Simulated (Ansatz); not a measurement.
# C₂H₄F₂O₂Si: taking an electron away

Aim: the vertical ionisation energy of C₂H₄F₂O₂Si, as cation minus neutral at the neutral's geometry, on several levels, and how well −ε(HOMO) stands in for it.

Method: unrestricted cation, the program's frozen cores in correlated methods; program: Ansatz 0.2.0, Gaussian basis.

Plan: UKS PBE-D4/def2-TZVPP; UKS r2SCAN-D4/def2-TZVPP; UKS PBE0-D4/def2-TZVPP; UKS B3LYP-D4/def2-TZVPP; UKS wB97X-V/def2-TZVPP; UKS wB97M-V/def2-TZVPP; UKS B2PLYP/def2-TZVPP; UHF-CCSD(T)/def2-TZVPP; UHF-MP2/def2-QZVPP; extrapolation to the limit; then −ε(HOMO) from the neutral's earlier runs with LDA (SPW92), PBE-D4, revPBE-D4, BLYP-D4, r2SCAN-D4, B97M-V, PBE0-D4, B3LYP-D4, r2SCANh-D4, r2SCAN0-D4, HSE06-D4, BHLYP-D4, CAM-B3LYP-D4, LC-ωPBE, ωB97X-V, ωB97M-V.

**1. Structure used throughout**

An earlier PBE0-D4 in a triple-zeta def2 set relaxation fixed the geometry.

SMILES `CC(=O)O[SiH](F)F`, 11 atoms, charge 0, spin multiplicity 1.

Atoms are counted from 1 here; the program's logs count them from 0.

Bond lengths: C1–C2 1.490 Å, C1–H8 1.087 Å, C1–H9 1.092 Å, C1–H10 1.092 Å, C2–O3 1.200 Å, C2–O4 1.354 Å, O4–Si5 1.658 Å, Si5–F6 1.578 Å, Si5–F7 1.575 Å, Si5–H11 1.462 Å. Angles: C2–C1–H8 109.9°, C2–C1–H9 109.6°, C2–C1–H10 109.4°, H8–C1–H9 110.4°, H8–C1–H10 110.3°, H9–C1–H10 107.1°, C1–C2–O3 126.3°, C1–C2–O4 112.6°, O3–C2–O4 121.1°, C2–O4–Si5 118.1°, O4–Si5–F6 103.6°, O4–Si5–F7 110.2°, O4–Si5–H11 114.1°, F6–Si5–F7 107.4°, F6–Si5–H11 109.6°, F7–Si5–H11 111.5°.

**2. Cation, UKS PBE-D4/def2-TZVPP**

in.yaml

```yaml
crystal:
  periodic: [false, false, false]
  atoms:
    - {symbol: C, position_ang: [0.795435, -0.770262, 1.638726]}
    - {symbol: C, position_ang: [0.551371, -0.390927, 0.218275]}
    - {symbol: O, position_ang: [1.233626, -0.687448, -0.723647]}
    - {symbol: O, position_ang: [-0.565661, 0.359422, 0.064979]}
    - {symbol: Si, position_ang: [-0.951557, 0.880971, -1.461122]}
    - {symbol: F, position_ang: [-2.211889, 1.801322, -1.230470]}
    - {symbol: F, position_ang: [-1.413406, -0.334108, -2.349629]}
    - {symbol: H, position_ang: [1.702730, -1.363749, 1.712754]}
    - {symbol: H, position_ang: [0.879309, 0.131123, 2.249019]}
    - {symbol: H, position_ang: [-0.059214, -1.335689, 2.015650]}
    - {symbol: H, position_ang: [0.104559, 1.652345, -2.114035]}
basis:
  gaussian: {orbitals: def2-TZVPP}
total_charge: 1
magnetization: {spin_polarized: true, initial_magnetization: 1}
hamiltonian: {xc: pbe, dispersion: d4}
```

The run is started by

```sh
ansatz run in.yaml --threads 2 --pin off --events-out ev --progress --plain --max-ram 32768MiB --backend cuda --devices 0, --max-vram 18GiB
```

Output:

```text
Functional definition: PBE
  name "PBE"
  cite "Perdew, Burke & Ernzerhof, Phys. Rev. Lett. 77, 3865 (1996) doi:10.1103/PhysRevLett.77.3865"
  parent pbe
  parameter kappa = 0.804
  parameter beta = 0.06672455060314922
  exchange = pbe_x(kappa = kappa, mu = beta*pi^2/3)
  correlation = pbe_c(beta = beta)
1498 factors; their error is unknown
mean field evaluation 1: about -19502.8445 eV, gradient 8.4e1 eV
mean field evaluation 2: about -19351.2681 eV, gradient 1.9e2 eV
mean field evaluation 4: about -19519.4396 eV, gradient 4.7e1 eV
mean field evaluation 8: about -19528.4665 eV, gradient 2.6e0 eV
mean field evaluation 16: about -19528.4665 eV, gradient 5.2e-2 eV
mean field evaluation 32: about -19526.6058 eV, gradient 6.0e0 eV
mean field -19528.46654566 eV, -717.6579086829 hartree, gradient 3.3e-5 eV, S^2 0.752876; 4 other end points of the search recorded, 0 dependent functions left out
reference -19528.46658426 eV, -717.6579101015 hartree; 32, 31 occupied and 252, 253 virtual orbitals, 1498 factors
Total energy: -19528.68076458 eV, -717.6657810832 hartree
```

It took 14 s on 1 × H100 (card shared with other runs) with 2 threads of AMD EPYC 7R13, shared host; peak host memory 0.88 GiB.

Less the neutral's -19539.3511 eV (earlier run), this gives 10.670 eV. ⟨S²⟩ = 0.753.

**3. Cation, UKS r2SCAN-D4/def2-TZVPP**

Changes to in.yaml since step 2:

```diff
@@ -18,2 +18,2 @@
 magnetization: {spin_polarized: true, initial_magnetization: 1}
-hamiltonian: {xc: pbe, dispersion: d4}
+hamiltonian: {xc: r2scan, dispersion: d4}
```

Launched as before.

Output (excerpt; [...] marks lines left out):

```text
Functional definition: r2SCAN
  name "r2SCAN"
  cite "Furness, Kaplan, Ning, Perdew & Sun, J. Phys. Chem. Lett. 11, 8208 (2020) doi:10.1021/acs.jpclett.0c02405"
  cite "Furness, Kaplan, Ning, Perdew & Sun, J. Phys. Chem. Lett. 11, 9248 (2020) doi:10.1021/acs.jpclett.0c03077"
  parent r2scan
[...]
1498 factors; their error is unknown
[...]
mean field -19538.68259203 eV, -718.0333414624 hartree, gradient 4.7e-5 eV, S^2 0.756147; 6 other end points of the search recorded, 0 dependent functions left out
reference -19538.68260474 eV, -718.0333419293 hartree; 32, 31 occupied and 252, 253 virtual orbitals, 1498 factors
Total energy: -19538.73639837 eV, -718.0353188088 hartree
```

Run time: 10 s. Hardware: 1 × H100 (card shared with other runs) with 2 threads of AMD EPYC 7R13, shared host; peak host memory 0.94 GiB.

Less the neutral's -19549.5075 eV (earlier run), this gives 10.771 eV. ⟨S²⟩ = 0.756.

**4. Cation, UKS PBE0-D4/def2-TZVPP**

Changes to in.yaml since step 3:

```diff
@@ -18,2 +18,2 @@
 magnetization: {spin_polarized: true, initial_magnetization: 1}
-hamiltonian: {xc: r2scan, dispersion: d4}
+hamiltonian: {xc: pbe0, dispersion: d4}
```

The command is unchanged.

Output:

```text
Functional definition: PBE0
  name "PBE0"
  cite "Adamo & Barone, J. Chem. Phys. 110, 6158 (1999) doi:10.1063/1.478522"
  cite "Perdew, Burke & Ernzerhof, Phys. Rev. Lett. 77, 3865 (1996) doi:10.1103/PhysRevLett.77.3865"
  parent pbe
  parameter a = 0.25
  parameter kappa = 0.804
  parameter beta = 0.06672455060314922
  exchange = (1 - a)*pbe_x(kappa = kappa, mu = beta*pi^2/3) + a*exact_x
  correlation = pbe_c(beta = beta)
1501 factors; their error is unknown
mean field evaluation 1: about -19510.4570 eV, gradient 7.1e1 eV
mean field evaluation 2: about -19479.5166 eV, gradient 1.2e2 eV
mean field evaluation 4: about -19526.8076 eV, gradient 2.4e1 eV
mean field evaluation 8: about -19529.0379 eV, gradient 6.6e-1 eV
mean field evaluation 16: about -19529.0895 eV, gradient 1.5e-2 eV
mean field -19529.08946462 eV, -717.6808005325 hartree, gradient 4.3e-5 eV, S^2 0.756180; 2 other end points of the search recorded, 0 dependent functions left out
reference -19529.08949325 eV, -717.6808015847 hartree; 32, 31 occupied and 252, 253 virtual orbitals, 1501 factors
Total energy: -19529.26979405 eV, -717.6874275167 hartree
```

It took 6.5 s on 1 × H100 (card shared with other runs) with 2 threads of AMD EPYC 7R13, shared host; peak host memory 0.88 GiB.

The neutral molecule at this level: -19540.2264 eV. Difference: 10.957 eV. ⟨S²⟩ = 0.756.

**5. Cation, UKS B3LYP-D4/def2-TZVPP**

Changes to in.yaml since step 4:

```diff
@@ -18,2 +18,2 @@
 magnetization: {spin_polarized: true, initial_magnetization: 1}
-hamiltonian: {xc: pbe0, dispersion: d4}
+hamiltonian: {xc: {name: B3LYP}, dispersion: d4}
```

The command is unchanged.

Output (excerpt; [...] marks lines left out):

```text
Functional definition: B3LYP
  name "B3LYP"
  cite "Stephens, Devlin, Chabalowski & Frisch, J. Phys. Chem. 98, 11623 (1994) doi:10.1021/j100096a001"
  cite "Becke, Phys. Rev. A 38, 3098 (1988) doi:10.1103/PhysRevA.38.3098"
  cite "Lee, Yang & Parr, Phys. Rev. B 37, 785 (1988) doi:10.1103/PhysRevB.37.785"
  cite "Vosko, Wilk & Nusair, Can. J. Phys. 58, 1200 (1980) doi:10.1139/p80-159"
[...]
1501 factors; their error is unknown
[...]
mean field -19545.06251148 eV, -718.2677991777 hartree, gradient 2.6e-5 eV, S^2 0.755362; 2 other end points of the search recorded, 0 dependent functions left out
reference -19545.06276606 eV, -718.2678085335 hartree; 32, 31 occupied and 252, 253 virtual orbitals, 1501 factors
Total energy: -19545.40682881 eV, -718.2804526062 hartree
```

It took 8 s on 1 × H100 (card shared with other runs) with 2 threads of AMD EPYC 7R13, shared host; peak host memory 0.9 GiB.

Less the neutral's -19556.4455 eV (earlier run), this gives 11.039 eV. ⟨S²⟩ = 0.755.

**6. Cation, UKS wB97X-V/def2-TZVPP**

Changes to in.yaml since step 5:

```diff
@@ -18,2 +18,2 @@
 magnetization: {spin_polarized: true, initial_magnetization: 1}
-hamiltonian: {xc: {name: B3LYP}, dispersion: d4}
+hamiltonian: {xc: {name: wB97X-V}}
```

Launched as before.

Output (excerpt; [...] marks lines left out):

```text
Functional definition: wB97X-V
  name "wB97X-V"
  cite "Mardirossian & Head-Gordon, Phys. Chem. Chem. Phys. 16, 9904 (2014) doi:10.1039/C3CP54374A"
  cite "Becke, J. Chem. Phys. 107, 8554 (1997) doi:10.1063/1.475007"
  cite "Vydrov & Van Voorhis, J. Chem. Phys. 133, 244103 (2010) doi:10.1063/1.3521275"
[...]
      + integral(e_c_pw_opposite_spin*poly(b97_u_opposite, cos0, cos1)) + vv10(b, c)
1501 factors; their error is unknown
322 factors; integrals over basis functions are off by at most 9.0e-6 eV
[...]
mean field -19539.32718987 eV, -718.0570299961 hartree, gradient 4.4e-5 eV, S^2 0.755880; 2 other end points of the search recorded, 0 dependent functions left out
reference -19539.32718795 eV, -718.0570299254 hartree; 32, 31 occupied and 252, 253 virtual orbitals, 1501 factors
Total energy: -19539.32718795 eV, -718.0570299254 hartree
```

It took 14 s on 1 × H100 (card shared with other runs) with 2 threads of AMD EPYC 7R13, shared host; peak host memory 1 GiB.

Less the neutral's -19550.4235 eV (earlier run), this gives 11.096 eV. ⟨S²⟩ = 0.756.

**7. Cation, UKS wB97M-V/def2-TZVPP**

Changes to in.yaml since step 6:

```diff
@@ -18,2 +18,2 @@
 magnetization: {spin_polarized: true, initial_magnetization: 1}
-hamiltonian: {xc: {name: wB97X-V}}
+hamiltonian: {xc: {name: wB97M-V}}
```

Same command.

Output (excerpt; [...] marks lines left out):

```text
Functional definition: wB97M-V
  name "wB97M-V"
  cite "Mardirossian & Head-Gordon, J. Chem. Phys. 144, 214110 (2016) doi:10.1063/1.4952647"
  cite "Becke, J. Chem. Phys. 107, 8554 (1997) doi:10.1063/1.475007"
  cite "Vydrov & Van Voorhis, J. Chem. Phys. 133, 244103 (2010) doi:10.1063/1.3521275"
  # Of w^i u^j: cxij and so on, Table III.
[...]
  gx(w, u) = 1 - cx + cx01*u + cx10*w
  gss(w, u) = css00 + css04*u^4 + css10*w + css20*w^2 + css43*w^4*u^3
  gos(w, u) = cos00 + cos10*w + (cos20 + cos21*u)*w^2 + (cos60 + cos61*u)*w^6
[...]
      + integral(e_c_pw_mod_opposite_spin*gos(b97_w_opposite, b97_u_opposite)) + vv10(b, c)
1501 factors; their error is unknown
322 factors; integrals over basis functions are off by at most 9.0e-6 eV
[...]
mean field -19540.69599600 eV, -718.1073326936 hartree, gradient 5.0e-5 eV, S^2 0.755827; 2 other end points of the search recorded, 0 dependent functions left out
reference -19540.69604298 eV, -718.1073344201 hartree; 32, 31 occupied and 252, 253 virtual orbitals, 1501 factors
Total energy: -19540.69604298 eV, -718.1073344201 hartree
```

Wall time 17 s (1 × H100 (card shared with other runs) with 2 threads of AMD EPYC 7R13, shared host); peak host memory 1.1 GiB.

The neutral molecule at this level: -19551.7888 eV. Difference: 11.093 eV. ⟨S²⟩ = 0.756.

**8. Cation, UKS B2PLYP (frozen core)/def2-TZVPP**

Changes to in.yaml since step 7:

```diff
@@ -18,2 +18,2 @@
 magnetization: {spin_polarized: true, initial_magnetization: 1}
-hamiltonian: {xc: {name: wB97M-V}}
+hamiltonian: {xc: {name: B2PLYP}}
```

Same command.

Output (excerpt; [...] marks lines left out):

```text
Functional definition: B2PLYP
  name "B2PLYP"
  cite "Grimme, J. Chem. Phys. 124, 034108 (2006) doi:10.1063/1.2148954"
  cite "Becke, Phys. Rev. A 38, 3098 (1988) doi:10.1103/PhysRevA.38.3098"
  cite "Lee, Yang & Parr, Phys. Rev. B 37, 785 (1988) doi:10.1103/PhysRevB.37.785"
[...]
1763 factors; integrals over basis functions are off by at most 9.5e-4 eV
[...]
mean field -19522.12306778 eV, -717.4247901707 hartree, gradient 8.9e-6 eV, S^2 0.759491; 4 other end points of the search recorded, 0 dependent functions left out
11 core orbitals not correlated: weight in the atoms' cores, before any rotation towards them, 1.000 or more for the frozen orbitals, at most 0.000 for the correlated occupied ones
reference -19522.12322820 eV, -717.4247960658 hartree; 21, 20 occupied and 252, 253 virtual orbitals, 1763 factors
second order -43.86842442 eV of doubles, -0.00000000 eV of singles
Total energy: -19533.96770279 eV, -717.8600724786 hartree
```

Wall time 23 s (1 × H100 (card shared with other runs) with 2 threads of AMD EPYC 7R13, shared host); peak host memory 1.3 GiB.

The neutral molecule at this level: -19545.0870 eV. Difference: 11.119 eV. ⟨S²⟩ = 0.759.

**9. Cation, UHF-CCSD(T)/def2-TZVPP**

Changes to in.yaml since step 8:

```diff
@@ -18,2 +18,3 @@
 magnetization: {spin_polarized: true, initial_magnetization: 1}
-hamiltonian: {xc: {name: B2PLYP}}
+correlation: {method: ccsd_t}
+scf: {omitted_lower_state_checks: [cluster_reference]}
```

Same command.

Output (excerpt; [...] marks lines left out):

```text
Functional definition: HF
  name "HF"
  cite "Fock, Z. Phys. 61, 126 (1930) doi:10.1007/BF01340294"
  parent pbe
[...]
1763 factors; integrals over basis functions are off by at most 9.5e-4 eV
[...]
mean field -19474.14218677 eV, -715.6615253161 hartree, gradient 7.5e-6 eV, S^2 0.765600; 4 other end points of the search recorded, 0 dependent functions left out
11 core orbitals not correlated: weight in the atoms' cores, before any rotation towards them, 1.000 or more for the frozen orbitals, at most 0.000 for the correlated occupied ones
reference -19474.14218677 eV, -715.6615253161 hartree; 21, 20 occupied and 252, 253 virtual orbitals, 1763 factors
second order -36.18182144 eV of doubles, -0.00000000 eV of singles
cycle   1  -36.08399356 eV  change    9.8e-2 eV  update   1.4e-1
[...]
cycle  16  -37.19456381 eV  change   -1.6e-5 eV  update   3.9e-5
perturbative correction -1.35123572 eV, -0.0496569969 hartree
Total energy: -19512.68798630 eV, -717.0780573216 hartree
Checks for a lower state left out: cluster_reference
```

It took 28 s on 1 × H100 (card shared with other runs) with 2 threads of AMD EPYC 7R13, shared host; peak host memory 0.88 GiB.

The neutral molecule at this level: -19523.8462 eV. Difference: 11.158 eV. ⟨S²⟩ = 0.766. T1 = 0.021 (report).

**10. Cation, UHF-MP2/def2-QZVPP**

Changes to in.yaml since step 9:

```diff
@@ -15,6 +15,6 @@
 basis:
-  gaussian: {orbitals: def2-TZVPP}
+  gaussian: {orbitals: "def2-QZVPP.json"}
 total_charge: 1
 magnetization: {spin_polarized: true, initial_magnetization: 1}
-correlation: {method: ccsd_t}
+correlation: {method: mp2}
 scf: {omitted_lower_state_checks: [cluster_reference]}
```

Launched as before.

Output (excerpt; [...] marks lines left out):

```text
Functional definition: HF
  name "HF"
  cite "Fock, Z. Phys. 61, 126 (1930) doi:10.1007/BF01340294"
  parent pbe
[...]
3258 factors; integrals over basis functions are off by at most 7.9e-4 eV
[...]
mean field -19474.96578771 eV, -715.6917920925 hartree, gradient 5.3e-6 eV, S^2 0.765744; 4 other end points of the search recorded, 0 dependent functions left out
11 core orbitals not correlated: weight in the atoms' cores, before any rotation towards them, 1.000 or more for the frozen orbitals, at most 0.000 for the correlated occupied ones
reference -19474.96578771 eV, -715.6917920925 hartree; 21, 20 occupied and 500, 501 virtual orbitals, 3258 factors
second order -39.25010583 eV of doubles, -0.00000000 eV of singles
Total energy: -19514.21589354 eV, -717.1342068772 hartree
Checks for a lower state left out: cluster_reference
```

It took 14 s on 1 × H100 (card shared with other runs) with 2 threads of AMD EPYC 7R13, shared host; peak host memory 1.2 GiB.

Less the neutral's -19525.9084 eV (earlier run), this gives 11.693 eV. ⟨S²⟩ = 0.766.

**11. The basis-set limit**

No new run: Hartree-Fock is extrapolated as exp(−7.88√X) and correlation as X^−2.97, with X = 3 and 4; only MP2 was run in the larger set, so CCSD(T) minus MP2 is added from the smaller one.

```csv
level,energy at the limit (eV)
HF,-19475.0792
MP2,-19516.6021
CCSD,-19517.6149
CCSD(T),-19518.9661
```

The neutral's limit, from its own earlier runs, is -19530.3203 eV in the additive form (MP2 limit plus CCSD(T) minus MP2 in triple zeta), in which the cation has -19518.9661 eV.

**12. Ionisation energies side by side**

Differences are taken before rounding.

```csv
method,ionisation energy (eV),from CCSD(T)/CBS (eV),time
PBE-D4,10.67,-0.68,22 s
r2SCAN-D4,10.77,-0.58,18 s
PBE0-D4,10.96,-0.40,10 s
B3LYP-D4,11.04,-0.32,12 s
ωB97X-V,11.10,-0.26,19 s
ωB97M-V,11.09,-0.26,25 s
B2PLYP,11.12,-0.23,26 s
HF/def2-TZVPP,9.82,-1.54,
MP2/def2-TZVPP,11.58,+0.23,
CCSD/def2-TZVPP,11.12,-0.24,
CCSD(T)/def2-TZVPP,11.16,-0.20,35 s
CCSD(T)/CBS,11.35,0,55 s
```

Among the levels timed on like hardware and quicker than the yardstick, those that no quicker one beats, quickest first: PBE0-D4 (10 s, -0.40 eV); B3LYP-D4 (12 s, -0.32 eV); ωB97X-V (19 s, -0.26 eV); B2PLYP (26 s, -0.23 eV); CCSD(T)/def2-TZVPP (35 s, -0.20 eV). Runs this short are mostly start-up, so their order is noise.

Times add the cation's run and the neutral's; HF, MP2 and CCSD come out of the CCSD(T) runs.

For comparison, −ε(HOMO) of the neutral from earlier runs:

```csv
functional,−ε(HOMO) (eV),by energy difference (eV)
LDA (SPW92),7.16,
PBE-D4,6.94,10.67
revPBE-D4,6.86,
BLYP-D4,6.86,
r2SCAN-D4,7.30,10.77
B97M-V,7.44,
PBE0-D4,8.66,10.96
B3LYP-D4,8.40,11.04
r2SCANh-D4,7.95,
r2SCAN0-D4,8.92,
HSE06-D4,8.25,
BHLYP-D4,10.33,
CAM-B3LYP-D4,10.17,
LC-ωPBE,11.49,
ωB97X-V,11.15,11.10
ωB97M-V,11.10,11.09
```

**13. What came out**

| quantity | value |
| --- | --- |
| ionisation energy, CCSD(T)/CBS | 11.35 eV |
| nearest functional by difference | B2PLYP (-0.23 eV) |
| nearest −ε(HOMO) | LC-ωPBE (+0.13 eV) |
| −ε(HOMO) of PBE | 6.94 eV |
| T1 of the cation | 0.021 |

In words: Energy differences with functionals land within 0.68 eV of the reference. −ε(HOMO) of PBE misses by 4.4 eV, since self-interaction lifts the level. Among orbital estimates LC-ωPBE comes nearest. Hartree-Fock falls 1.54 eV short, as the neutral has more correlation energy than the cation.

For cost: CCSD(T)/def2-TZVPP gets within 0.20 eV in 35 s, where CCSD(T)/CBS took 55 s.
